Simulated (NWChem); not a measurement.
**AgCl (SMILES [Cl][Ag]): levels of theory compared**

Wanted: a comparison of 6 runs (B3LYP/def2-TZVPP, M06-L/def2-TZVPP, TPSS/def2-TZVPP, BHLYP/def2-TZVPP, M06-2X/def2-TZVPP, PBE/def2-TZVPP) of AgCl. 

The calculation is run with NWChem 7.3.0.

### 1 Starting point

The species is AgCl (2 atoms), meant as a singlet with charge 0. SMILES: `[Cl][Ag]`. Geometry: relaxed at PBE0-D4/def2-TZVP.

Bond lengths: Cl1–Ag2 2.286 Å.

### 2 Energy and forces at B3LYP/def2-TZVPP (core potential) (run 1)

Input file a.nw:

```
start a
title "AgCl"
memory stack 880 mb heap 220 mb global 1100 mb
geometry units angstroms noautosym nocenter noautoz
  Cl    0.987600   -0.377500    0.491000
  Ag   -0.958100    0.317400   -0.487000
end
basis "ao basis" spherical bse
  Cl library def2-TZVPP
  Ag library def2-TZVPP
end
ecp bse
  Ag library def2-TZVPP
end
dft
  xc b3lyp
  grid fine
  convergence energy 1e-08
  iterations 100
  mulliken
  print low
end
task dft gradient
```

On the command line:

```
$ nwchem a.nw > a.out
```

The log of the run:

```text
[...]
 d= 0,ls=0.0,diis     1   -607.2341829613 -6.82D+02  8.49D-03  1.03D+00     2.3
[...]
 d= 0,ls=0.0,diis    10   -607.3037476265 -4.81D-10  4.97D-07  3.05D-09    14.0
         Total DFT energy =     -607.303747626461
      One electron energy =    -1046.471899447867
           Coulomb energy =      406.892782611600
    Exchange-Corr. energy =      -42.499491800287
 Nuclear repulsion energy =       74.774861010093
[...]
      Total Density - Mulliken Population Analysis
     ---------------------------------------------
    Atom       Charge   Shell Charges
 -----------   ------   -------------------------------------------------------
    1 Cl  17    17.45   2.01  0.43  1.52  1.14  0.84  4.19  1.67  1.14  2.73  1.74  0.00  0.00  0.02  0.00
    2 Ag  19    18.55   0.03 -0.42  1.66  0.73  0.43  0.03  5.26  0.74  0.12  0.05  5.78  3.21  0.93  0.00  0.00  0.00
[...]
                         DFT ENERGY GRADIENTS
    atom               coordinates                        gradient
                 x          y          z           x          y          z
   1 Cl      1.866293  -0.713372   0.927855   -0.003627   0.001295  -0.001823
   2 Ag     -1.810546   0.599799  -0.920297    0.003627  -0.001295   0.001823
 Task  times  cpu:       18.8s     wall:       18.8s
 Total times  cpu:       18.8s     wall:       18.8s
```

Run time: 20 s. Hardware: 1 thread of Intel Xeon 6975P-C (Granite Rapids), shared host; peak memory 0.14 GiB.

### 3 Energy and forces at M06-L/def2-TZVPP (core potential) (run 2)

Input file run.py:

```python
from ase import Atoms
from ase.calculators.nwchem import NWChem

mol = Atoms(['Cl', 'Ag'], positions=[
    [0.987600, -0.377500, 0.491000],
    [-0.958100, 0.317400, -0.487000],
])

calc = NWChem(
    label='agcl',
    theory='dft',
    memory='2200 mb',
    basis='def2-TZVPP',
    basispar='spherical bse',
    dft={'xc': 'm06-l', 'mult': '1', 'grid': 'fine', 'convergence': 'energy 1e-08', 'iterations': '100', 'mulliken': None, 'print': 'low'},
    **{'ecp bse': {'Ag library': 'def2-TZVPP'}},
)
mol.calc = calc

forces = mol.get_forces()
e = mol.get_potential_energy()
print(f"E = {e:.6f} eV")
print("forces (eV/A):")
for s, f in zip(mol.symbols, forces):
    print(f"{s:2s} {f[0]:10.5f} {f[1]:10.5f} {f[2]:10.5f}")
```

On the command line:

```
$ export ASE_NWCHEM_COMMAND="nwchem PREFIX.nwi > PREFIX.nwo"
$ python run.py
```

The log of the run:

```text
E = -16526.405180 eV
forces (eV/A):
Cl    0.10300   -0.03677    0.05178
Ag   -0.10300    0.03677   -0.05178
```

The calculator wrote agcl.nwi:

```
title "agcl"

permanent_dir agcl

scratch_dir agcl

start agcl

geometry units angstrom nocenter noautosym noautoz
  Cl 9.8760000000000003e-01 -3.7750000000000000e-01 4.9099999999999999e-01
  Ag -9.5809999999999995e-01 3.1740000000000002e-01 -4.8699999999999999e-01
end

memory 2200 mb

basis spherical bse noprint
   * library def2-TZVPP
end

dft
  xc m06-l
  mult 1
  grid fine
  convergence energy 1e-08
  iterations 100
  mulliken
  print low
end
ecp bse
  Ag library def2-TZVPP
end

task dft gradient
```

agcl.nwo:

```text
Northwest Computational Chemistry Package (NWChem) 7.3.0
             --------------------------------------------------------

           Job information
           ---------------

    nwchem branch   = 7.3.0
    use scalapack   = T
    input           = agcl.nwi
    prefix          = agcl.
    data base       = agcl/agcl.db
    status          = startup
    nproc           =        1

           Memory information
           ------------------

[... 5 lines left out ...]
    hardfail = no
[... 34 lines left out ...]
            Nuclear Dipole moment (a.u.)
[... 62 lines left out ...]
         Total DFT energy =     -607.334193312602
[... 1 line left out ...]
           Coulomb energy =      407.275292520280
[... 1 line left out ...]
 Nuclear repulsion energy =       74.774861010093
[... 23 lines left out ...]
                         DFT ENERGY GRADIENTS

    atom               coordinates                        gradient
                 x          y          z           x          y          z
   1 Cl      1.866293  -0.713372   0.927855   -0.002003   0.000715  -0.001007
   2 Ag     -1.810546   0.599799  -0.920297    0.002003  -0.000715   0.001007

 Task  times  cpu:       24.1s     wall:       24.1s
 Total times  cpu:       24.1s     wall:       24.1s
```

It took 26 s on 1 thread of Intel Xeon 6975P-C (Granite Rapids), shared host; peak memory 0.14 GiB.

Runs 3 to 4 aren't shown in full; the table further down has their settings and results.

### 4 Energy and forces at M06-2X/def2-TZVPP (core potential) (run 5)

Input file calc.nw:

```
start calc
title "AgCl"
memory total 2200 mb

geometry units angstroms noautosym nocenter noautoz
  Cl     0.987600    -0.377500     0.491000
  Ag    -0.958100     0.317400    -0.487000
end

basis spherical bse
  Cl library def2-TZVPP
  Ag library def2-TZVPP
end

ecp bse
  Ag library def2-TZVPP
end

dft
  xc m06-2x
  grid fine
  convergence energy 1e-08
  maxiter 100
  mulliken
end

task dft gradient
```

On the command line:

```
$ nwchem calc.nw > calc.out
```

The log of the run:

```text
[...]
          Wavefunction type:  closed shell.
          No. of atoms     :     2
          No. of electrons :    36
[...]
          Charge           :     0
          Spin multiplicity:     1
[...]
          AO basis - number of functions:    98
[...]
              XC Information
              --------------
                       M06-2X Method XC Functional
                     Hartree-Fock (Exact) Exchange  0.540
                        M06-2X Exchange Functional  1.000
                      M06-2X Correlation Potential  1.000
[...]
 d= 0,ls=0.0,diis     1   -607.0903580441 -6.82D+02  6.59D-03  9.95D-01     1.7
[...]
 d= 0,ls=0.0,diis    11   -607.1485697733 -1.69D-09  3.36D-07  4.75D-10    15.7
         Total DFT energy =     -607.148569773281
      One electron energy =    -1046.802920389739
           Coulomb energy =      407.276383327892
    Exchange-Corr. energy =      -42.396893721526
 Nuclear repulsion energy =       74.774861010093
[...]
      Total Density - Mulliken Population Analysis
     ---------------------------------------------
    Atom       Charge   Shell Charges
 -----------   ------   -------------------------------------------------------
    1 Cl  17    17.52   2.01  0.43  1.53  1.11  0.87  4.20  1.66  1.14  2.75  1.80  0.00  0.00  0.02  0.00
    2 Ag  19    18.48   0.03 -0.41  1.61  0.76  0.33  0.03  5.21  0.79  0.13  0.05  5.84  3.23  0.88  0.00  0.00  0.00
[...]
  wavefunction    = closed shell
                         DFT ENERGY GRADIENTS
    atom               coordinates                        gradient
                 x          y          z           x          y          z
   1 Cl      1.866293  -0.713372   0.927855   -0.009690   0.003461  -0.004871
   2 Ag     -1.810546   0.599799  -0.920297    0.009690  -0.003461   0.004871
[...]
```

Wall time 22 s (1 thread of Intel Xeon 6975P-C (Granite Rapids), shared host); peak memory 0.14 GiB.

### 5 Energy and gradient at PBE/def2-TZVPP (core potential) (run 6)

run.py: that of step 3 with these lines changed.

```diff
@@ -14,3 +14,3 @@
     basispar='spherical bse',
-    dft={'xc': 'm06-l', 'mult': '1', 'grid': 'fine', 'convergence': 'energy 1e-08', 'iterations': '100', 'mulliken': None, 'print': 'low'},
+    dft={'xc': 'xpbe96 cpbe96', 'mult': '1', 'grid': 'fine', 'convergence': 'energy 1e-08', 'iterations': '100', 'mulliken': None},
     **{'ecp bse': {'Ag library': 'def2-TZVPP'}},
@@ -25 +25,2 @@
     print(f"{s:2s} {f[0]:10.5f} {f[1]:10.5f} {f[2]:10.5f}")
+print("dipole (e A):", mol.get_dipole_moment().round(4))
```

On the command line:

```
$ export ASE_NWCHEM_COMMAND="nwchem PREFIX.nwi > PREFIX.nwo"
$ python run.py
```

The log of the run:

```text
E = -16518.903794 eV
forces (eV/A):
Cl   -0.04227    0.01507   -0.02124
Ag    0.04227   -0.01507    0.02124
dipole (e A): [-0.8615  0.3077 -0.433 ]
```

The calculator wrote agcl.nwi:

```
title "agcl"

permanent_dir agcl

scratch_dir agcl

start agcl

geometry units angstrom nocenter noautosym noautoz
  Cl 9.8760000000000003e-01 -3.7750000000000000e-01 4.9099999999999999e-01
  Ag -9.5809999999999995e-01 3.1740000000000002e-01 -4.8699999999999999e-01
end

memory 2200 mb

basis spherical bse noprint
   * library def2-TZVPP
end

dft
  xc xpbe96 cpbe96
  mult 1
  grid fine
  convergence energy 1e-08
  iterations 100
  mulliken
end
ecp bse
  Ag library def2-TZVPP
end

task dft gradient
```

agcl.nwo:

```text
Northwest Computational Chemistry Package (NWChem) 7.3.0
             --------------------------------------------------------

           Job information
           ---------------

    nwchem branch   = 7.3.0
    use scalapack   = T
    input           = agcl.nwi
    prefix          = agcl.
    data base       = agcl/agcl.db
    status          = startup
    nproc           =        1

           Memory information
           ------------------

[... 5 lines left out ...]
    hardfail = no
[... 77 lines left out ...]
  convergence criterion.
[... 38 lines left out ...]
          Spatial weights used:  Erf1
[... 32 lines left out ...]
 1-e energy   =   -1042.865140
[... 40 lines left out ...]
           Coulomb energy =      406.542824080876
[... 778 lines left out ...]
          Convergence on density requested:  1.00D-05
[... 24 lines left out ...]
          total energy or number of iterations.
[... 33 lines left out ...]
                 ----------------------------------------
                 |  Time  |  1-e(secs)   |  2-e(secs)   |
                 ----------------------------------------
                 |  CPU   |       0.02   |       3.76   |
                 ----------------------------------------
                 |  WALL  |       0.02   |       3.76   |
                 ----------------------------------------

 Task  times  cpu:       15.8s     wall:       15.8s
 Total times  cpu:       15.8s     wall:       15.8s
```

Wall time 17 s (1 thread of Intel Xeon 6975P-C (Granite Rapids), shared host); peak memory 0.14 GiB.

### 6 All runs side by side

```csv
run,level,energy (Eh),largest force (eV/Å),wall time
1,B3LYP/def2-TZVPP (core potential),-607.303748,0.219,20 s
2,M06-L/def2-TZVPP (core potential),-607.334193,0.121,26 s
3,TPSS/def2-TZVPP (core potential),-607.197964,0.023,21 s
4,BHLYP/def2-TZVPP (core potential),-607.140238,0.320,19 s
5,M06-2X/def2-TZVPP (core potential),-607.148570,0.585,22 s
6,PBE/def2-TZVPP (core potential),-607.058522,0.050,17 s
```

### 7 What came out

| quantity | value |
| --- | --- |
| run 6: total energy | -607.05852 Eh |
| run 6: dipole moment | 4.86 D |
| run 6: HOMO energy | -6.35 eV |
| run 6: LUMO energy | -4.06 eV |
| run 6: HOMO–LUMO gap | 2.29 eV |
| run 6: largest force on an atom | 0.050 eV/Å |

What this shows: Over runs 4, 5, 6 the dipole moment (its size) runs from 4.86 D (PBE/def2-TZVPP) to 6.06 D (BHLYP/def2-TZVPP). Over runs 4, 5, 6 the HOMO–LUMO gap runs from 2.29 eV (PBE/def2-TZVPP) to 6.30 eV (M06-2X/def2-TZVPP). Totals of different functionals can't be ranked against each other. All runs together took 2.1 min, the longest 26 s.
